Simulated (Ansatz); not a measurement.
# Ti2SnTe3: properties of a relaxed candidate

Aim: for this structure of Ti2SnTe3, compute bands, density of states and charges.

Computed with Ansatz 0.2.0 (DFT PBE, scalar-relativistic, plane waves, PAW, unless a step's input says otherwise).

**1. Starting point**

The structure is hexagonal, space group P-6m2 (No. 187). The conventional cell has a = 5.334 Å, b = 5.334 Å, c = 6.130 Å, α = 90.00°, β = 90.00°, γ = 120.00°. Ti (site symmetry 3m) is surrounded by 1 Ti at 2.61 Å and 3 Sn at 3.34 Å and 3 Te at 3.34 Å. Around Sn (site symmetry -6m2) lie 5 Te at 3.06 to 3.08 Å and 6 Ti at 3.34 Å. Te (site symmetry -6m2) has 2 Sn at 3.06 Å and 3 Te at 3.08 Å in its first shell of neighbours. Te (site symmetry -6m2) is surrounded by 2 Te at 3.06 Å and 3 Sn at 3.08 Å and 6 Ti at 3.34 Å. Te (site symmetry -6m2) is surrounded by 5 Te at 3.06 to 3.08 Å.

As a file:

```
CELL_PARAMETERS angstrom
5.33391 0.00000 0.00000
-2.66696 4.61930 0.00000
0.00000 0.00000 6.12955
ATOMIC_POSITIONS crystal
Ti 0.00000 0.00000 0.21264
Ti 0.00000 0.00000 0.78736
Sn 0.33333 0.66667 0.00000
Te 0.33333 0.66667 0.50000
Te 0.66667 0.33333 0.00000
Te 0.66667 0.33333 0.50000
```

It is the end of an earlier relaxation with the same method, from a database cell with other species swapped in; it is a trial structure. At a tolerance of 0.05 Å it has space group P-6m2 (No. 187); it has 25.17 Å³/atom, an uncorrected energy of +0.32 eV/atom over the elements.

**2. Static run: bands, density of states and charges**

File input.yaml:

```yaml
crystal:
  lattice:
    - [5.3339136433, 0.0, 0.0]
    - [-2.6669568216, 4.6193047167, 0.0]
    - [0.0, 0.0, 6.1295485333]
  atoms:
    - { symbol: Ti, position: [0.0, 0.0, 0.2126360099] }
    - { symbol: Ti, position: [0.0, 0.0, 0.7873639901] }
    - { symbol: Sn, position: [0.3333333333, 0.6666666667, 0.0] }
    - { symbol: Te, position: [0.3333333333, 0.6666666667, 0.5] }
    - { symbol: Te, position: [0.6666666667, 0.3333333333, 0.0] }
    - { symbol: Te, position: [0.6666666667, 0.3333333333, 0.5] }
basis:
  ecutwfc: 420
kpoints:
  mp_grid: { grid: [12, 12, 6] }
  band_path:
    path:
      - [[0.0, 0.0, 0.0], [0.5, 0.0, 0.0], [0.33333333, 0.33333333, 0.0], [0.0, 0.0, 0.0], [0.0, 0.0, 0.5], [0.5, 0.0, 0.5], [0.33333333, 0.33333333, 0.5], [0.0, 0.0, 0.5]]
      - [[0.5, 0.0, 0.5], [0.5, 0.0, 0.0]]
      - [[0.33333333, 0.33333333, 0.5], [0.33333333, 0.33333333, 0.0]]
    npoints: 14
hamiltonian:
  xc: pbe
scf:
  occupations: { method: gaussian, width: 0.1 }
  n_extra_bands: 15
output:
  forces: true
  stress: true
  eigenvalues: true
  populations: true
  dos: { projected: true, de: 0.02, nscf_kmesh: { grid: [15, 15, 8] } }
  bader: true
  write_density: true
  write_potential: true
  elf: true
  volumetric_format: npy
```

Launch:

```
$ ansatz run input.yaml --threads 1 --pin off --max-ram 2560MiB --backend cpu --events-out ev --progress --plain --runs-dir out
```

**Question.** What will these runs give? Wanted: gap; states at the Fermi level; Bader charges.

As calculated:

| quantity | value |
| --- | --- |
| gap | none (metal) |
| states at the Fermi level | 5.67 per eV per cell |
| Bader charges | Ti +0.87, Sn -0.16, Te -0.57 to -0.45 e |

Bands cross the Fermi level: a metal at this level of theory. Of the projected weight within 0.25 eV of the Fermi level, the largest part is Ti 3d (70 %). Bader charges reach 0.9 e, so charge transfer in this metal is moderate. Spin-orbit coupling is left out, which matters for the bands of Te.
